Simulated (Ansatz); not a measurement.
Born–Oppenheimer molecular dynamics of a periodic cell of 28 atoms, LiCrSnO$_{4}$ (host LiCrSnO4, host structure Imma). It goes on from the last frame of an earlier run, with new velocities.

Level of theory: DFT PBEsol, scalar-relativistic, plane waves, PAW (Ansatz 0.2.0). Settings: accuracy low, cutoff 420 eV, k mesh 2x2x1, fermi-dirac smearing 0.05 eV, spin collinear.

| Property | Result |
| --- | --- |
| ensemble | NVT, Nosé–Hoover chain |
| time step | 1 fs |
| steps asked | 200 |
| set temperature | 910 K |
| thermostat | time constant 10 fs, chain length 1 |
| seed | 260826 |

Frames 5 fs apart, positions in Å.

Velocities at 0 fs (Å/ps):

```
Li 7.09 -9.81 4.75
Li 4.31 -14.10 -10.02
Cr 1.04 0.64 1.08
Cr -1.45 -6.42 3.91
Sn 2.78 -0.34 -2.98
Sn -0.38 0.02 1.13
O 4.86 -12.36 5.61
O -9.69 5.78 10.37
O 2.58 -4.10 -3.12
O 9.67 -9.13 -7.04
O -2.53 3.97 12.45
O -2.29 18.16 -0.88
O 0.98 -3.40 -0.37
O 13.92 4.23 8.14
Li -0.98 0.02 -8.64
Li 11.78 7.34 -9.37
Cr 6.49 2.31 -5.66
Cr -7.34 -1.36 2.91
Sn -3.30 1.01 -0.66
Sn -2.07 3.04 -0.73
O 1.13 -1.87 -2.24
O -2.15 -1.32 -7.83
O -0.57 6.71 5.75
O 6.95 -20.83 -0.72
O 0.65 -5.09 -1.04
O 0.29 5.28 -4.40
O -7.07 5.54 -0.27
O -0.30 3.60 12.48
```

```xyz
28
Lattice="6.0557 0.0000 0.0000 0.0000 6.3456 0.0000 0.0000 0.0000 8.7033" Properties=species:S:1:pos:R:3 time_fs=0 energy_less_start_eV=0.000 T=910
Li 2.906 0.936 0.865
Li -0.008 1.942 3.378
Cr 1.350 1.514 6.515
Cr 1.681 4.725 2.179
Sn 0.032 -0.046 0.034
Sn -0.004 3.131 -0.036
O -0.160 0.290 6.636
O 3.112 6.228 2.349
O 0.029 3.424 2.042
O 2.925 2.971 6.388
O 1.466 1.439 8.571
O 1.557 4.729 4.185
O 1.671 1.809 4.472
O 1.524 4.673 0.218
Li -0.216 5.153 5.437
Li 3.201 4.360 7.787
Cr 4.647 4.772 2.124
Cr 4.428 1.604 6.474
Sn 3.186 3.277 4.401
Sn 2.850 -0.020 4.296
O 3.207 3.518 2.323
O -0.214 3.014 6.768
O 2.953 0.252 6.407
O 0.210 6.044 2.107
O 4.518 4.930 4.303
O 4.714 1.411 8.513
O 4.541 4.775 0.268
O 4.316 1.659 4.484
28
Lattice="6.0557 0.0000 0.0000 0.0000 6.3456 0.0000 0.0000 0.0000 8.7033" Properties=species:S:1:pos:R:3 time_fs=5 energy_less_start_eV=0.163 T=866
Li 2.953 0.897 0.884
Li 0.015 1.868 3.330
Cr 1.360 1.520 6.519
Cr 1.670 4.693 2.198
Sn 0.046 -0.048 0.020
Sn -0.006 3.131 -0.028
O -0.130 0.226 6.659
O 3.064 6.247 2.389
O 0.043 3.404 2.026
O 2.974 2.924 6.364
O 1.446 1.465 8.626
O 1.550 4.818 4.181
O 1.668 1.781 4.471
O 1.587 4.693 0.252
Li -0.206 5.147 5.397
Li 3.245 4.398 7.734
Cr 4.679 4.785 2.102
Cr 4.391 1.596 6.491
Sn 3.168 3.283 4.397
Sn 2.841 -0.002 4.294
O 3.210 3.508 2.314
O -0.220 3.004 6.715
O 2.946 0.288 6.431
O 0.238 5.943 2.098
O 4.510 4.901 4.291
O 4.708 1.446 8.497
O 4.518 4.802 0.258
O 4.326 1.668 4.546
28
Lattice="6.0557 0.0000 0.0000 0.0000 6.3456 0.0000 0.0000 0.0000 8.7033" Properties=species:S:1:pos:R:3 time_fs=10 energy_less_start_eV=0.390 T=825
Li 3.016 0.879 0.891
Li 0.037 1.790 3.288
Cr 1.376 1.532 6.520
Cr 1.656 4.661 2.212
Sn 0.061 -0.052 0.005
Sn -0.006 3.130 -0.017
O -0.090 0.164 6.674
O 3.021 6.243 2.398
O 0.059 3.384 2.010
O 3.017 2.880 6.365
O 1.415 1.501 8.666
O 1.549 4.895 4.184
O 1.649 1.738 4.473
O 1.634 4.712 0.269
Li -0.168 5.130 5.364
Li 3.259 4.440 7.672
Cr 4.709 4.798 2.094
Cr 4.357 1.585 6.513
Sn 3.148 3.289 4.391
Sn 2.835 0.019 4.298
O 3.210 3.498 2.312
O -0.214 2.986 6.646
O 2.929 0.322 6.445
O 0.246 5.859 2.080
O 4.479 4.869 4.268
O 4.691 1.492 8.496
O 4.521 4.826 0.233
O 4.354 1.662 4.603
28
Lattice="6.0557 0.0000 0.0000 0.0000 6.3456 0.0000 0.0000 0.0000 8.7033" Properties=species:S:1:pos:R:3 time_fs=15 energy_less_start_eV=0.575 T=831
Li 3.086 0.886 0.880
Li 0.058 1.710 3.257
Cr 1.396 1.547 6.520
Cr 1.641 4.629 2.222
Sn 0.077 -0.056 -0.009
Sn -0.005 3.130 -0.007
O -0.042 0.110 6.679
O 2.988 6.218 2.372
O 0.074 3.363 2.000
O 3.043 2.849 6.391
O 1.376 1.544 8.691
O 1.545 4.944 4.194
O 1.617 1.688 4.477
O 1.662 4.727 0.271
Li -0.108 5.097 5.334
Li 3.244 4.484 7.605
Cr 4.733 4.808 2.098
Cr 4.331 1.573 6.540
Sn 3.126 3.295 4.383
Sn 2.832 0.047 4.307
O 3.207 3.487 2.318
O -0.195 2.960 6.577
O 2.903 0.347 6.452
O 0.232 5.805 2.056
O 4.434 4.839 4.237
O 4.667 1.543 8.511
O 4.551 4.849 0.199
O 4.394 1.640 4.646
28
Lattice="6.0557 0.0000 0.0000 0.0000 6.3456 0.0000 0.0000 0.0000 8.7033" Properties=species:S:1:pos:R:3 time_fs=20 energy_less_start_eV=0.635 T=911
Li 3.156 0.918 0.853
Li 0.075 1.631 3.235
Cr 1.416 1.568 6.518
Cr 1.627 4.597 2.226
Sn 0.095 -0.062 -0.025
Sn -0.004 3.129 0.002
O 0.011 0.068 6.677
O 2.964 6.173 2.320
O 0.086 3.341 2.002
O 3.043 2.841 6.435
O 1.338 1.590 8.700
O 1.534 4.959 4.214
O 1.573 1.641 4.485
O 1.671 4.737 0.258
Li -0.039 5.049 5.306
Li 3.205 4.535 7.542
Cr 4.745 4.812 2.115
Cr 4.318 1.557 6.570
Sn 3.103 3.299 4.375
Sn 2.835 0.079 4.319
O 3.202 3.475 2.330
O -0.163 2.923 6.521
O 2.870 0.353 6.455
O 0.200 5.794 2.030
O 4.385 4.819 4.205
O 4.641 1.591 8.540
O 4.605 4.868 0.160
O 4.435 1.608 4.671
28
Lattice="6.0557 0.0000 0.0000 0.0000 6.3456 0.0000 0.0000 0.0000 8.7033" Properties=species:S:1:pos:R:3 time_fs=25 energy_less_start_eV=0.612 T=1024
Li 3.216 0.973 0.816
Li 0.085 1.552 3.222
Cr 1.433 1.594 6.516
Cr 1.616 4.567 2.223
Sn 0.114 -0.068 -0.041
Sn -0.002 3.130 0.007
O 0.067 0.041 6.667
O 2.952 6.113 2.257
O 0.093 3.319 2.019
O 3.016 2.857 6.486
O 1.306 1.630 8.695
O 1.521 4.940 4.239
O 1.522 1.605 4.498
O 1.658 4.741 0.232
Li 0.027 4.985 5.282
Li 3.150 4.594 7.490
Cr 4.742 4.807 2.140
Cr 4.320 1.540 6.603
Sn 3.078 3.300 4.365
Sn 2.844 0.115 4.332
O 3.192 3.458 2.345
O -0.119 2.876 6.485
O 2.839 0.337 6.455
O 0.161 5.829 2.006
O 4.345 4.816 4.175
O 4.615 1.633 8.579
O 4.680 4.880 0.120
O 4.466 1.567 4.678
28
Lattice="6.0557 0.0000 0.0000 0.0000 6.3456 0.0000 0.0000 0.0000 8.7033" Properties=species:S:1:pos:R:3 time_fs=30 energy_less_start_eV=0.591 T=1082
Li 3.249 1.040 0.787
Li 0.085 1.476 3.215
Cr 1.443 1.622 6.513
Cr 1.607 4.545 2.213
Sn 0.136 -0.074 -0.058
Sn -0.001 3.133 0.010
O 0.120 0.032 6.651
O 2.952 6.044 2.198
O 0.094 3.299 2.050
O 2.972 2.889 6.533
O 1.290 1.655 8.673
O 1.518 4.892 4.261
O 1.471 1.585 4.514
O 1.624 4.736 0.198
Li 0.075 4.910 5.271
Li 3.082 4.660 7.456
Cr 4.723 4.795 2.171
Cr 4.336 1.524 6.637
Sn 3.050 3.298 4.357
Sn 2.857 0.151 4.344
O 3.176 3.435 2.356
O -0.070 2.823 6.476
O 2.817 0.299 6.457
O 0.127 5.904 1.991
O 4.320 4.831 4.153
O 4.597 1.667 8.618
O 4.761 4.878 0.085
O 4.479 1.522 4.669
28
Lattice="6.0557 0.0000 0.0000 0.0000 6.3456 0.0000 0.0000 0.0000 8.7033" Properties=species:S:1:pos:R:3 time_fs=35 energy_less_start_eV=0.573 T=1045
Li 3.240 1.107 0.781
Li 0.072 1.405 3.210
Cr 1.448 1.650 6.511
Cr 1.598 4.532 2.197
Sn 0.160 -0.080 -0.075
Sn -0.001 3.139 0.010
O 0.164 0.043 6.631
O 2.964 5.975 2.150
O 0.087 3.286 2.088
O 2.924 2.926 6.566
O 1.296 1.659 8.638
O 1.535 4.827 4.271
O 1.427 1.583 4.532
O 1.573 4.721 0.159
Li 0.092 4.830 5.281
Li 3.010 4.730 7.443
Cr 4.690 4.778 2.203
Cr 4.362 1.510 6.668
Sn 3.023 3.292 4.351
Sn 2.874 0.185 4.354
O 3.157 3.405 2.360
O -0.027 2.772 6.492
O 2.811 0.249 6.461
O 0.098 6.000 1.988
O 4.314 4.862 4.141
O 4.594 1.690 8.646
O 4.835 4.856 0.055
O 4.468 1.482 4.652
```

Of the whole run (200 fs, mean temperature of the second half 882 K): The conserved energy stayed within 0.093 meV per atom of its start (net change 0.022 meV per atom), so the integration is sound. A run of 0.2 ps of so small a system gives no equilibrium averages. No Hubbard correction was used and the magnetic state wasn't searched. Limits of this set-up: coarse k mesh, low accuracy level.

Time of the run: 23 min on 2 threads of Intel(R) Xeon(R) 6975P-C (Granite Rapids), with other jobs on the host, peak memory 1.2 GiB.
